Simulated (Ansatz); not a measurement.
**BCl₃ + SiH₄O: a complex and its separated parts**

The complex below is one end of an elementary step. How strongly is it bound against its free parts?

Computed with Ansatz 0.2.0, Gaussian basis. Level: PBE0-D4/def2-TZVP structures, single points in def2-TZVPP, no counterpoise correction.

Levels: SPW92, PBE-D4, BLYP-D4, r2SCAN-D4, B97M-V, PBE0-D4, B3LYP-D4, r2SCAN0-D4, BHLYP-D4, CAM-B3LYP-D4, wB97X-V, wB97M-V, B2PLYP, PBE-QIDH, RPA on PBE, Hartree-Fock, MP2, CCSD, CCSD(T).

Cores are frozen in the correlated methods. B3LYP uses VWN-RPA correlation. B2PLYP carries no dispersion term here.

94 further runs of the same task are left out: 94 set aside as unsound or not needed.

### Step 1. The starting structure

The complex: 10 atoms, charge 0, spin multiplicity 1.

Atoms are counted from 1 here; the program's logs count them from 0.

Bond lengths: B1–Cl2 1.807 Å, B1–Cl3 1.827 Å, B1–Cl4 1.818 Å, B1–O6 1.590 Å, H5–O6 0.966 Å, O6–Si7 1.733 Å, Si7–H8 1.483 Å, Si7–H9 1.470 Å, Si7–H10 1.471 Å. Angles: Cl2–B1–Cl3 114.8°, Cl2–B1–Cl4 113.6°, Cl2–B1–O6 105.6°, Cl3–B1–Cl4 113.4°, Cl3–B1–O6 102.0°, Cl4–B1–O6 105.9°, B1–O6–H5 111.7°, B1–O6–Si7 123.5°, H5–O6–Si7 118.2°, O6–Si7–H8 100.2°, O6–Si7–H9 108.4°, O6–Si7–H10 109.4°, H8–Si7–H9 111.2°, H8–Si7–H10 111.5°, H9–Si7–H10 115.0°.

Geometry (Å):

```mol
BCl3H4OSi
  3D, bonds by distance, orders not assigned

 10  9  0  0  0  0  0  0  0  0999 V2000
   -1.4288   -0.2117    0.1117 B   0  0
   -2.2730   -1.7302    0.6073 Cl  0  0
   -1.3399    0.0611   -1.6927 Cl  0  0
   -1.9675    1.2577    1.0375 Cl  0  0
    0.2151   -0.5934    1.4330 H   0  0
    0.1004   -0.4286    0.4886 O   0  0
    1.4122    0.2955   -0.3813 Si  0  0
    2.4939    0.1727    0.6250 H   0  0
    1.6932   -0.5275   -1.5670 H   0  0
    1.0946    1.7042   -0.6622 H   0  0
  1  2  8  0
  1  3  8  0
  1  4  8  0
  1  6  8  0
  5  6  8  0
  6  7  8  0
  7  8  8  0
  7  9  8  0
  7 10  8  0
M  END
```

Its parts: BCl₃ holds atoms 1, 2, 3, 4; SiH₄O holds atoms 5, 6, 7, 8, 9, 10. Each part counts its atoms afresh in its own runs.

### Step 2. Relaxing BCl₃ alone

Input file relax-a/in.yaml:

```yaml
crystal:
  periodic: [false, false, false]
  atoms:
    - {symbol: B, position_ang: [-1.428833, -0.211663, 0.111691]}
    - {symbol: Cl, position_ang: [-2.273013, -1.730204, 0.607289]}
    - {symbol: Cl, position_ang: [-1.339923, 0.061138, -1.692685]}
    - {symbol: Cl, position_ang: [-1.967483, 1.257743, 1.037487]}
basis:
  gaussian: {orbitals: def2-TZVP}
hamiltonian: {xc: pbe0, dispersion: d4}
relax: {f_tol: 0.005, max_steps: 200}
```

Run with:

```bash
ansatz run in.yaml --threads 8 --pin off --events-out ev --progress --plain --max-ram 19148MiB
```

After this run come: Relaxing SiH₄O alone; SPW92/def2-TZVPP; PBE-D4/def2-TZVPP; BLYP-D4/def2-TZVPP; r2SCAN-D4/def2-TZVPP; B97M-V/def2-TZVPP; PBE0-D4/def2-TZVPP; B3LYP-D4/def2-TZVPP; r2SCAN0-D4/def2-TZVPP; BHLYP-D4/def2-TZVPP; CAM-B3LYP-D4/def2-TZVPP; wB97X-V/def2-TZVPP; wB97M-V/def2-TZVPP; B2PLYP/def2-TZVPP; PBE-QIDH/def2-TZVPP; RPA on PBE/def2-TZVPP; CCSD(T)/def2-TZVPP; MP2/def2-QZVPP; Vibrations of BCl₃; Vibrations of SiH₄O.

**Question.** What will these runs give? Wanted: complex less parts, CCSD(T)/def2-TZVPP; with zero-point energy; largest T1 diagnostic.

The runs gave:

| quantity | value |
| --- | --- |
| complex less parts, CCSD(T)/def2-TZVPP | -31.6 kJ/mol |
| with zero-point energy | -23.3 kJ/mol |
| largest T1 diagnostic | 0.011 |

**Reading.** At CCSD(T) the complex lies 31.6 kJ/mol below its parts. The functionals run from PBE-D4, off by +0.2 kJ/mol, to SPW92, off by -36.6 kJ/mol, against CCSD(T). By rung, the mean size of the error is: LDA 36.6, GGA 5.1, meta-GGA 4.1, hybrid 5.5, range-separated hybrid 6.2, double hybrid 10.3 kJ/mol. PBE-D4 gives a relative energy 0.2 kJ/mol too high, inside chemical accuracy (1 kcal/mol, 4.2 kJ/mol). No counterpoise was applied, and triple zeta lacks some correlation, so the CCSD(T) reference has a basis error of its own, and close matches with it are partly luck.
